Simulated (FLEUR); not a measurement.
# GaGe (F-43m) in FLEUR: band structure with r2SCAN

Aim: the band structure of GaGe with r2SCAN.

Everything below comes from runs of FLEUR MaX-R8.1 (later development tree). Logs are shortened: lines on timing, memory, paths and dates and some standing lists are left out, and cuts for length are marked.

## Step 1: The crystal as given

It takes space group F-43m (No. 216, cubic). Conventional cell: a = 5.796 Å, b = 5.796 Å, c = 5.796 Å, α = 90.00°, β = 90.00°, γ = 90.00°. Ge (site symmetry -43m) is surrounded by 4 Ga at 2.51 Å. Around Ga (site symmetry -43m) lie 4 Ge at 2.51 Å.

The cell comes from a database or a generator and needn't be the stable form of this composition.

## Step 2: Band structure, r2SCAN

File inp.xml:

```xml
<?xml version="1.0" encoding="UTF-8" standalone="no"?>
<fleurInput fleurInputVersion="0.39">
   <comment>
      GaGe                                                                                                
   </comment>
   <calculationSetup>
      <cutoffs Kmax="4.45" Gmax="13.8" GmaxXC="13.8" numbands="0"/>
      <scfLoop itmax="80" minDistance="0.0001" maxIterBroyd="30" imix="Anderson" alpha="0.05" precondParam="0.0" spinf="2.0" sdNocoIR="T"/>
      <coreElectrons ctail="F" frcor="F" kcrel="0" coretail_lmax="0"/>
      <xcFunctional name="LibXC" relativisticCorrections="F">
         <LibXCName exchange="mgga_x_r2scan" correlation="mgga_c_r2scan"/>
         <AuxGGA exchange="117" correlation="130"/>
      </xcFunctional>
      <magnetism jspins="1"/>
      <soc l_soc="F" theta="0.0" phi="0.0" spav="F"/>
      <expertModes spex="0" secvar="F"/>
      <geometryOptimization l_f="F" forcealpha="1.0" forcemix="BFGS" epsdisp="0.00001" epsforce="0.00001"/>
      <ldaU l_linMix="F" mixParam="0.05" spinf="1.0"/>
   </calculationSetup>
   <cell>
      <bzIntegration valenceElectrons="43.0" mode="hist" fermiSmearingEnergy="0.00183747">
         <kPointListSelection listName="default-1"/>
         <!-- k-points included here -->
         <xi:include xmlns:xi="http://www.w3.org/2001/XInclude" href="kpts.xml"> </xi:include>
      </bzIntegration>
[... 36 lines left out ...]
         </electronConfig>
         <energyParameters s="4" p="4" d="3" f="4"/>
         <lo type="SCLO" l="0" n="3" eDeriv="0"/>
         <lo type="SCLO" l="1" n="3" eDeriv="0"/>
         <lo type="SCLO" l="1" n="3" eDeriv="1"/>
         <lo type="HELO" l="2" n="4" eDeriv="0"/>
         <lo type="HELO" l="2" n="4" eDeriv="1"/>
         <lo type="SCLO" l="3" n="4" eDeriv="2"/>
      </species>
   </atomSpecies>
   <atomGroups>
      <atomGroup species="Germanium (Ge)">
         <relPos label="                   1">.0000000000 .0000000000 .0000000000</relPos>
         <force calculate="T" relaxXYZ="TTT"/>
      </atomGroup>
      <atomGroup species="Gallium (Ga)">
         <relPos label="                   2">1.000/4.000 1.000/4.000 1.000/4.000</relPos>
         <force calculate="T" relaxXYZ="TTT"/>
      </atomGroup>
   </atomGroups>
   <output dos="F" band="F" slice="F">
      <checks vchk="F" cdinf="F"/>
      <bandDOS minEnergy="-.5*Htr" maxEnergy="0.5*Htr" sigma="0.015" storeEVData="T"/>
      <vacuumDOS vacdos="F" integ="F" star="F" nstars="0" locx1="0.0" locy1="0.0" locx2="0.0" locy2="0.0" nstm="0" tworkf="0.0"/>
      <unfoldingBand unfoldBand="F" supercellX="1" supercellY="1" supercellZ="1"/>
      <plotting iplot="0" polar="F">
         <plot TwoD="T" vec1="  1.0  0.0  0.0" vec2="  0.0  1.0  0.0" vec3="  0.0  0.0  1.0" zero="  0.0  0.0  0.0" file="plot"/>
      </plotting>
      <chargeDensitySlicing numkpt="0" minEigenval="0.0" maxEigenval="0.0" nnne="0" pallst="F"/>
      <specialOutput eonly="F"/>
      <moessbauerParams electricFieldGradient="T" isomerShift="T" coreHyperfine="T" valenceHyperfine="T"/>
      <magneticCircularDichroism mcd="F" energyLo="-10.0" energyUp="0.0"/>
   </output>
  <!-- We include the file relax.xml here to enable relaxations (see documentation) -->
  <xi:include xmlns:xi="http://www.w3.org/2001/XInclude" href="relax.xml"> <xi:fallback/> </xi:include>
</fleurInput>
```

File crystal.txt:

```
GaGe
&input cartesian=F /
0.0000000000  2.8978440000  2.8978440000
2.8978440000  0.0000000000  2.8978440000
2.8978440000  2.8978440000  0.0000000000
1.8897261246
1.0 1.0 1.0

2
32 0.0000000000  0.0000000000  0.0000000000
31 0.2500000000  0.2500000000  0.2500000000

&kpt div1=8 div2=8 div3=8 gamma=T /
```

File inp.xml (bands):

```
<?xml version="1.0" encoding="UTF-8" standalone="no"?>
<fleurInput fleurInputVersion="0.39">
   <comment>
      GaGe                                                                                                
   </comment>
   <calculationSetup>
      <cutoffs Kmax="4.45" Gmax="13.8" GmaxXC="13.8" numbands="0"/>
      <scfLoop itmax="80" minDistance="0.0001" maxIterBroyd="30" imix="Anderson" alpha="0.05" precondParam="0.0" spinf="2.0" sdNocoIR="T"/>
      <coreElectrons ctail="F" frcor="F" kcrel="0" coretail_lmax="0"/>
      <xcFunctional name="LibXC" relativisticCorrections="F">
         <LibXCName exchange="mgga_x_r2scan" correlation="mgga_c_r2scan"/>
         <AuxGGA exchange="117" correlation="130"/>
      </xcFunctional>
      <magnetism jspins="1"/>
      <soc l_soc="F" theta="0.0" phi="0.0" spav="F"/>
      <expertModes spex="0" secvar="F"/>
      <geometryOptimization l_f="F" forcealpha="1.0" forcemix="BFGS" epsdisp="0.00001" epsforce="0.00001"/>
      <ldaU l_linMix="F" mixParam="0.05" spinf="1.0"/>
   </calculationSetup>
   <cell>
      <bzIntegration valenceElectrons="43.0" mode="hist" fermiSmearingEnergy="0.00183747">
         <kPointListSelection listName="path-1"/>
         <!-- k-points included here -->
         <xi:include xmlns:xi="http://www.w3.org/2001/XInclude" href="kpts.xml"> </xi:include>
      </bzIntegration>
      <!-- symmetry operations included here -->
[... 35 lines left out ...]
         </electronConfig>
         <energyParameters s="4" p="4" d="3" f="4"/>
         <lo type="SCLO" l="0" n="3" eDeriv="0"/>
         <lo type="SCLO" l="1" n="3" eDeriv="0"/>
         <lo type="SCLO" l="1" n="3" eDeriv="1"/>
         <lo type="HELO" l="2" n="4" eDeriv="0"/>
         <lo type="HELO" l="2" n="4" eDeriv="1"/>
         <lo type="SCLO" l="3" n="4" eDeriv="2"/>
      </species>
   </atomSpecies>
   <atomGroups>
      <atomGroup species="Germanium (Ge)">
         <relPos label="                   1">.0000000000 .0000000000 .0000000000</relPos>
         <force calculate="T" relaxXYZ="TTT"/>
      </atomGroup>
      <atomGroup species="Gallium (Ga)">
         <relPos label="                   2">1.000/4.000 1.000/4.000 1.000/4.000</relPos>
         <force calculate="T" relaxXYZ="TTT"/>
      </atomGroup>
   </atomGroups>
   <output dos="F" band="T" slice="F">
      <checks vchk="F" cdinf="F"/>
      <bandDOS minEnergy="-.5*Htr" maxEnergy="0.5*Htr" sigma="0.015" storeEVData="T"/>
      <vacuumDOS vacdos="F" integ="F" star="F" nstars="0" locx1="0.0" locy1="0.0" locx2="0.0" locy2="0.0" nstm="0" tworkf="0.0"/>
      <unfoldingBand unfoldBand="F" supercellX="1" supercellY="1" supercellZ="1"/>
      <plotting iplot="0" polar="F">
         <plot TwoD="T" vec1="  1.0  0.0  0.0" vec2="  0.0  1.0  0.0" vec3="  0.0  0.0  1.0" zero="  0.0  0.0  0.0" file="plot"/>
      </plotting>
      <chargeDensitySlicing numkpt="0" minEigenval="0.0" maxEigenval="0.0" nnne="0" pallst="F"/>
      <specialOutput eonly="F"/>
      <moessbauerParams electricFieldGradient="T" isomerShift="T" coreHyperfine="T" valenceHyperfine="T"/>
      <magneticCircularDichroism mcd="F" energyLo="-10.0" energyUp="0.0"/>
   </output>
  <!-- We include the file relax.xml here to enable relaxations (see documentation) -->
  <xi:include xmlns:xi="http://www.w3.org/2001/XInclude" href="relax.xml"> <xi:fallback/> </xi:include>
</fleurInput>
```

Potentials or basis: all-electron, FLAPW.

Started as:

```sh
> inpgen -f crystal.txt -profile fastHighL
> # inp.xml edited to the form shown
> fleur_MPI
> fleur_MPI   # second run, on inp.xml (bands)
```

What it wrote:

```text
Welcome to FLEUR        (www.flapw.de)
      MaX-Release 8.1          (www.max-centre.eu)
 func_ids         498         497         498         497
 MetaGGA potential functional detected - V_tau will be computed
 Auxiliary Potential for radial basis: exchange=         117  correlation=         130
The functional 'Re-regularized SCAN exchange by Furness et al' is an exchange functional, it belongs to the 'MGGA' family and is defined in the reference(s):
[1] J. W. Furness, A. D. Kaplan, J. Ning, J. P. Perdew, and J. Sun.,  J. Phys. Chem. Lett. 11, 8208-8215 (2020)
[2] J. W. Furness, A. D. Kaplan, J. Ning, J. P. Perdew, and J. Sun.,  J. Phys. Chem. Lett. 11, 9248-9248 (2020)
The functional 'Re-regularized SCAN correlation by Furness et al' is a correlation functional, it belongs to the 'MGGA' family and is defined in the reference(s):
[1] J. W. Furness, A. D. Kaplan, J. Ning, J. P. Perdew, and J. Sun.,  J. Phys. Chem. Lett. 11, 8208-8215 (2020)
[2] J. W. Furness, A. D. Kaplan, J. Ning, J. P. Perdew, and J. Sun.,  J. Phys. Chem. Lett. 11, 9248-9248 (2020)
 Using same functional for VXC and EXC

 ========== k-point set info ==========
 Selected k-point list: default-1
 k-point list type: mesh
 8 x 8 x 8
 Number of k points: 29

 ------------Calculation Setup---------------------------
 Number of MPI-tasks      :            1
 Number of PE/node        :            1
 Number of OMP-threads    :            1
 Most efficient MPI parallelization for:
           1          29
 Additional eigenvalue parallelization possible
 Number of basis functions:          615
 Approximate size of matrices (H+S) per k-point:         0.011 GB
 --------------------------------------------------------
The functional 'Hammer, Hansen, and Norskov' is an exchange functional, it belongs to the 'GGA' family and is defined in the reference(s):
[1] B. Hammer, L. B. Hansen, and J. K. Nørskov.,  Phys. Rev. B 59, 7413 (1999)
The functional 'Perdew, Burke & Ernzerhof' is a correlation functional, it belongs to the 'GGA' family and is defined in the reference(s):
[1] J. P. Perdew, K. Burke, and M. Ernzerhof.,  Phys. Rev. Lett. 77, 3865 (1996)
[2] J. P. Perdew, K. Burke, and M. Ernzerhof.,  Phys. Rev. Lett. 78, 1396 (1997)
 Using same functional for VXC and EXC
 Using auxiliary GGA potential for the first iteration of MetaGGA calculation.
 Reset of history
 Reset of history
 Iteration:     1   Distance:      18.27933264 me/bohr^3
The functional 'Hammer, Hansen, and Norskov' is an exchange functional, it belongs to the 'GGA' family and is defined in the reference(s):
[1] B. Hammer, L. B. Hansen, and J. K. Nørskov.,  Phys. Rev. B 59, 7413 (1999)
The functional 'Perdew, Burke & Ernzerhof' is a correlation functional, it belongs to the 'GGA' family and is defined in the reference(s):
[1] J. P. Perdew, K. Burke, and M. Ernzerhof.,  Phys. Rev. Lett. 77, 3865 (1996)
[2] J. P. Perdew, K. Burke, and M. Ernzerhof.,  Phys. Rev. Lett. 78, 1396 (1997)
 Using same functional for VXC and EXC
 Iteration:     2   Distance:      17.50000931 me/bohr^3
The functional 'Hammer, Hansen, and Norskov' is an exchange functional, it belongs to the 'GGA' family and is defined in the reference(s):
[1] B. Hammer, L. B. Hansen, and J. K. Nørskov.,  Phys. Rev. B 59, 7413 (1999)
The functional 'Perdew, Burke & Ernzerhof' is a correlation functional, it belongs to the 'GGA' family and is defined in the reference(s):
[1] J. P. Perdew, K. Burke, and M. Ernzerhof.,  Phys. Rev. Lett. 77, 3865 (1996)
[2] J. P. Perdew, K. Burke, and M. Ernzerhof.,  Phys. Rev. Lett. 78, 1396 (1997)
 Using same functional for VXC and EXC
 Iteration:     3   Distance:      16.58452498 me/bohr^3
The functional 'Hammer, Hansen, and Norskov' is an exchange functional, it belongs to the 'GGA' family and is defined in the reference(s):
[1] B. Hammer, L. B. Hansen, and J. K. Nørskov.,  Phys. Rev. B 59, 7413 (1999)
The functional 'Perdew, Burke & Ernzerhof' is a correlation functional, it belongs to the 'GGA' family and is defined in the reference(s):
[1] J. P. Perdew, K. Burke, and M. Ernzerhof.,  Phys. Rev. Lett. 77, 3865 (1996)
[2] J. P. Perdew, K. Burke, and M. Ernzerhof.,  Phys. Rev. Lett. 78, 1396 (1997)
 Using same functional for VXC and EXC
 Iteration:     4   Distance:       2.55356806 me/bohr^3
The functional 'Hammer, Hansen, and Norskov' is an exchange functional, it belongs to the 'GGA' family and is defined in the reference(s):
[1] B. Hammer, L. B. Hansen, and J. K. Nørskov.,  Phys. Rev. B 59, 7413 (1999)
The functional 'Perdew, Burke & Ernzerhof' is a correlation functional, it belongs to the 'GGA' family and is defined in the reference(s):
[1] J. P. Perdew, K. Burke, and M. Ernzerhof.,  Phys. Rev. Lett. 77, 3865 (1996)
[2] J. P. Perdew, K. Burke, and M. Ernzerhof.,  Phys. Rev. Lett. 78, 1396 (1997)
 Using same functional for VXC and EXC
 Iteration:     5   Distance:       1.07277096 me/bohr^3
The functional 'Hammer, Hansen, and Norskov' is an exchange functional, it belongs to the 'GGA' family and is defined in the reference(s):
[1] B. Hammer, L. B. Hansen, and J. K. Nørskov.,  Phys. Rev. B 59, 7413 (1999)
The functional 'Perdew, Burke & Ernzerhof' is a correlation functional, it belongs to the 'GGA' family and is defined in the reference(s):
[1] J. P. Perdew, K. Burke, and M. Ernzerhof.,  Phys. Rev. Lett. 77, 3865 (1996)
[2] J. P. Perdew, K. Burke, and M. Ernzerhof.,  Phys. Rev. Lett. 78, 1396 (1997)
 Using same functional for VXC and EXC
 Iteration:     6   Distance:       0.38716792 me/bohr^3
The functional 'Hammer, Hansen, and Norskov' is an exchange functional, it belongs to the 'GGA' family and is defined in the reference(s):
[1] B. Hammer, L. B. Hansen, and J. K. Nørskov.,  Phys. Rev. B 59, 7413 (1999)
The functional 'Perdew, Burke & Ernzerhof' is a correlation functional, it belongs to the 'GGA' family and is defined in the reference(s):
[1] J. P. Perdew, K. Burke, and M. Ernzerhof.,  Phys. Rev. Lett. 77, 3865 (1996)
[2] J. P. Perdew, K. Burke, and M. Ernzerhof.,  Phys. Rev. Lett. 78, 1396 (1997)
 Using same functional for VXC and EXC
[... 19 lines left out ...]
[2] J. P. Perdew, K. Burke, and M. Ernzerhof.,  Phys. Rev. Lett. 78, 1396 (1997)
 Using same functional for VXC and EXC
 Iteration:    10   Distance:       0.01328091 me/bohr^3
The functional 'Hammer, Hansen, and Norskov' is an exchange functional, it belongs to the 'GGA' family and is defined in the reference(s):
[1] B. Hammer, L. B. Hansen, and J. K. Nørskov.,  Phys. Rev. B 59, 7413 (1999)
The functional 'Perdew, Burke & Ernzerhof' is a correlation functional, it belongs to the 'GGA' family and is defined in the reference(s):
[1] J. P. Perdew, K. Burke, and M. Ernzerhof.,  Phys. Rev. Lett. 77, 3865 (1996)
[2] J. P. Perdew, K. Burke, and M. Ernzerhof.,  Phys. Rev. Lett. 78, 1396 (1997)
 Using same functional for VXC and EXC
 Iteration:    11   Distance:       0.00542276 me/bohr^3
The functional 'Hammer, Hansen, and Norskov' is an exchange functional, it belongs to the 'GGA' family and is defined in the reference(s):
[1] B. Hammer, L. B. Hansen, and J. K. Nørskov.,  Phys. Rev. B 59, 7413 (1999)
The functional 'Perdew, Burke & Ernzerhof' is a correlation functional, it belongs to the 'GGA' family and is defined in the reference(s):
[1] J. P. Perdew, K. Burke, and M. Ernzerhof.,  Phys. Rev. Lett. 77, 3865 (1996)
[2] J. P. Perdew, K. Burke, and M. Ernzerhof.,  Phys. Rev. Lett. 78, 1396 (1997)
 Using same functional for VXC and EXC
 Iteration:    12   Distance:       0.00094249 me/bohr^3
The functional 'Hammer, Hansen, and Norskov' is an exchange functional, it belongs to the 'GGA' family and is defined in the reference(s):
[1] B. Hammer, L. B. Hansen, and J. K. Nørskov.,  Phys. Rev. B 59, 7413 (1999)
The functional 'Perdew, Burke & Ernzerhof' is a correlation functional, it belongs to the 'GGA' family and is defined in the reference(s):
[1] J. P. Perdew, K. Burke, and M. Ernzerhof.,  Phys. Rev. Lett. 77, 3865 (1996)
[2] J. P. Perdew, K. Burke, and M. Ernzerhof.,  Phys. Rev. Lett. 78, 1396 (1997)
 Using same functional for VXC and EXC
 Iteration:    13   Distance:       0.00054032 me/bohr^3
The functional 'Hammer, Hansen, and Norskov' is an exchange functional, it belongs to the 'GGA' family and is defined in the reference(s):
[1] B. Hammer, L. B. Hansen, and J. K. Nørskov.,  Phys. Rev. B 59, 7413 (1999)
The functional 'Perdew, Burke & Ernzerhof' is a correlation functional, it belongs to the 'GGA' family and is defined in the reference(s):
[1] J. P. Perdew, K. Burke, and M. Ernzerhof.,  Phys. Rev. Lett. 77, 3865 (1996)
[2] J. P. Perdew, K. Burke, and M. Ernzerhof.,  Phys. Rev. Lett. 78, 1396 (1997)
 Using same functional for VXC and EXC
 Iteration:    14   Distance:       0.00007941 me/bohr^3

 ********************************************************************
 Run finished successfully
 Stop message:
   all done
 ********************************************************************
```

Wall time 1.8 min (1 thread of Arm Neoverse V2, shared host); peak memory 0.08 GiB.

Results:

| Quantity | Value |
| --- | --- |
| Free energy | -110030.6743 eV |
| Band gap along the path | none (metal or under the smearing width) |
| Valence electrons inside the program's atomic spheres | Ge 20.03; Ga 19.25 (radii Ge 2.2, Ga 2.2 bohr) |

Levels at the corners of the path, in eV from the Fermi level:
| point | band 19 | band 20 | band 21 | band 22 | band 23 | band 24 | band 25 | band 26 |
| --- | --- | --- | --- | --- | --- | --- | --- | --- |
| Γ | -10.97 | 1.76 | 1.76 | 1.76 | 2.60 | 4.63 | 4.63 | 4.63 |
| X | -7.78 | -5.99 | -1.32 | -1.32 | 2.64 | 2.74 | 11.72 | 11.72 |
| W | -7.70 | -5.83 | -2.22 | -2.10 | 6.20 | 6.22 | 6.64 | 6.91 |
| K | -7.87 | -5.76 | -2.60 | -0.86 | 3.12 | 6.01 | 9.35 | 9.42 |
| Γ | -10.97 | 1.76 | 1.76 | 1.76 | 2.60 | 4.63 | 4.63 | 4.63 |
| L | -8.90 | -5.54 | 0.39 | 0.39 | 2.45 | 5.69 | 5.69 | 8.79 |
| U | -7.87 | -5.76 | -2.60 | -0.86 | 3.12 | 6.01 | 9.35 | 9.42 |
| W | -7.70 | -5.83 | -2.22 | -2.10 | 6.20 | 6.22 | 6.64 | 6.91 |
| L | -8.90 | -5.54 | 0.39 | 0.39 | 2.45 | 5.69 | 5.69 | 8.79 |
| K | -7.87 | -5.76 | -2.60 | -0.86 | 3.12 | 6.01 | 9.35 | 9.42 |
| U | -7.87 | -5.76 | -2.60 | -0.86 | 3.12 | 6.01 | 9.35 | 9.42 |
| X | -7.78 | -5.99 | -1.32 | -1.32 | 2.64 | 2.74 | 11.72 | 11.72 |

Core levels (eV from the Fermi level):
```csv
atom,levels
1 Ge,"1s1/2 -10953.0, 2s1/2 -1365.3, 2p1/2 -1213.4, 2p3/2 -1181.6"
2 Ga,"1s1/2 -10222.6, 2s1/2 -1256.4, 2p1/2 -1111.3, 2p3/2 -1083.6"
```

Caveat: the meta-GGA is that of a development version, with a GGA for the radial functions and cores and without core tails.
